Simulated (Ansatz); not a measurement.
The system is KPt.

```
CELL_PARAMETERS angstrom
3.00085 0.00000 0.00000
-1.50042 2.59881 0.00000
0.00000 0.00000 5.34558
ATOMIC_POSITIONS crystal
Pt 0.66667 0.33333 0.00000
K 0.00000 0.00000 0.50000
```

The cell comes from a database or a generator and needn't be the stable form of this composition.

Base run:

- Program: Ansatz 0.2.0
- Functional: PBEsol
- Potentials or basis: all-electron LAPW, scalar-relativistic
- Cutoff: 225 eV
- Density cutoff: 899 eV
- Basis error allowed: 0.001 eV/atom
- k mesh: 10 × 10 × 5
- Occupations: gaussian, width 0.02 eV
- Spin: no spin polarisation

Its results: band gap on the k mesh none (metal or under the smearing width); pressure -4.1 GPa.

Problem. The run is repeated on the same cell with these changes: functional from PBEsol to RPBE. What comes out?

Solution. Band gap on the k mesh none (metal or under the smearing width); pressure 3.3 GPa.

RPBE binds less tightly than PBEsol, so the same cell stands under more pressure.

Not every run made on this cell is shown here.
